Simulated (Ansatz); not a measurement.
## Al, space group P6_3/mmc: an equation of state with a fit, step by step

With the Python package of Ansatz (0.2.0).

Typed at the interpreter:
```pycon
>>> import ansatz
>>> from ase.eos import EquationOfState
>>> from ase.units import GPa
>>> import numpy as np
>>> VECTORS = np.array([
...     [2.827077, 0.0, 0.0],
...     [-1.413539, 2.448321, 0.0],
...     [0.0, 0.0, 9.185993],
... ])
>>> SITES = [
...     ('Al', [0.0, 0.0, 0.0]),
...     ('Al', [1 / 3, 2 / 3, 0.25]),
...     ('Al', [0.0, 0.0, 0.5]),
...     ('Al', [2 / 3, 1 / 3, 0.75]),
... ]
>>> def crystal_on(cell):
...     crystal = ansatz.Crystal(lattice=ansatz.Lattice.of(cell))
...     for symbol, position in SITES:
...         crystal = crystal.atom(symbol, position)
...     return crystal
...
>>> # scale the volume, keep shape and fractions
>>> volumes, energies = [], []
>>> for scale in np.linspace(0.92, 1.08, 7):
...     cell = VECTORS * scale ** (1 / 3)
...     setup = crystal_on(cell).calculation()
...     setup = setup.pseudopotentials('paw').occupations('methfessel_paxton', width=0.05)
...     setup = setup.basis(420)
...     setup = setup.functional('pbesol')
...     setup = setup.kpoints(9, 9, 3)
...     report = setup.run(threads=1, pin='off').report
...     volumes.append(abs(np.linalg.det(cell)) / len(SITES))
...     energies.append(report['free_energy_ev'] / len(SITES))
...     print(f'V = {volumes[-1]:8.4f} A^3/atom  F = {energies[-1]:.5f} eV/atom')
...
V =  14.6238 A^3/atom  F = -524.48437 eV/atom
V =  15.0477 A^3/atom  F = -524.50707 eV/atom
V =  15.4715 A^3/atom  F = -524.52139 eV/atom
V =  15.8954 A^3/atom  F = -524.52853 eV/atom
V =  16.3193 A^3/atom  F = -524.52949 eV/atom
V =  16.7432 A^3/atom  F = -524.52544 eV/atom
V =  17.1671 A^3/atom  F = -524.51694 eV/atom
>>> eos = EquationOfState(volumes, energies, eos='vinet')
>>> v0, e0, bulk = eos.fit()
>>> print(f'V0 = {v0:.4f} A^3/atom, E0 = {e0:.5f} eV/atom, B = {bulk / GPa:.1f} GPa')
V0 = 16.1843 A^3/atom, E0 = -524.52981 eV/atom, B = 78.3 GPa
```

A third-order Birch-Murnaghan fit through the 7 points has its minimum at 16.18 Å³ an atom, 1.8 % above the typed cell, with a bulk modulus of 78 GPa and dB/dP = 5.3. From that minimum the energy rises by 45.4 meV an atom on the compressed side and 12.9 meV on the expanded side.

What to keep in mind:
- Absolute energies stand on the zero of these potentials, so only differences at equal settings mean something.
- Shape and fractional positions are held along the curve, so the bulk modulus is an upper value where they are free to relax, by a factor of two or more in layered or hydrogen-bonded cells.
- The mesh is modest for a metal, so energies can be off by several to tens of meV an atom and pressures by half a GPa or more; differences at equal mesh fare better.
- This isn't the structure that Al takes at ambient conditions.
- Hardware and time: 4.9 s on 1 thread of Arm Neoverse V2 (shared host), peak memory 0.35 GiB.
